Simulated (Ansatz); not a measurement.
# C2H4BNO: the cost of one run

All numbers below are computed with Ansatz 0.2.0 (RKS PBE0-D4/6-31G).

## (1) Starting point

Bond lengths: C1–B2 1.563 Å, B2–N3 1.521 Å, N3–C4 1.324 Å, C4–O5 1.197 Å, C1–H6 1.174 Å, C1–H7 1.130 Å, C1–H8 1.053 Å, B2–H9 1.207 Å. Angles: C1–B2–N3 119.1°, C1–B2–H9 121.4°, N3–B2–H9 119.5°, B2–C1–H6 107.3°, B2–C1–H7 109.7°, B2–C1–H8 113.2°, H6–C1–H7 105.2°, H6–C1–H8 110.9°, H7–C1–H8 110.2°, B2–N3–C4 116.4°, N3–C4–O5 172.9°.

Coordinates:

```xyz
9

C    -0.2950   -0.0901   -1.4848
B     0.2475    0.2120   -0.0501
N    -0.3923   -0.4805    1.1432
C     0.1794   -0.2734    2.3188
O     0.5600   -0.0988    3.4404
H    -1.4095    0.2778   -1.5214
H     0.2522    0.5463   -2.2412
H    -0.2259   -1.1073   -1.7480
H     1.1721    0.9678    0.1260
```

## (2) Relaxing end A

input.yaml reads:

```yaml
crystal:
  periodic: [false, false, false]
  atoms:
    - { symbol: C, position_ang: [-0.295, -0.0901, -1.4848] }
    - { symbol: B, position_ang: [0.2475, 0.212, -0.0501] }
    - { symbol: "N", position_ang: [-0.3923, -0.4805, 1.1432] }
    - { symbol: C, position_ang: [0.1794, -0.2734, 2.3188] }
    - { symbol: O, position_ang: [0.56, -0.0988, 3.4404] }
    - { symbol: H, position_ang: [-1.4095, 0.2778, -1.5214] }
    - { symbol: H, position_ang: [0.2522, 0.5463, -2.2412] }
    - { symbol: H, position_ang: [-0.2259, -1.1073, -1.748] }
    - { symbol: H, position_ang: [1.1721, 0.9678, 0.126] }
basis:
  gaussian: { orbitals: "6-31G" }
hamiltonian:
  xc: pbe0
  dispersion: d4
relax:
  f_tol: 0.02
  max_steps: 50
output:
  orbitals: {}
```

Launch:

```sh
ansatz run input.yaml --threads 1 --pin off --max-ram 2048MiB --backend cpu --events-out ev --progress --plain --runs-dir out
```

Q: Estimate wall time and peak memory on 1 thread of Intel Xeon 6975P-C (Granite Rapids), shared host.

About 57 s, with a peak of 0.17 GiB.
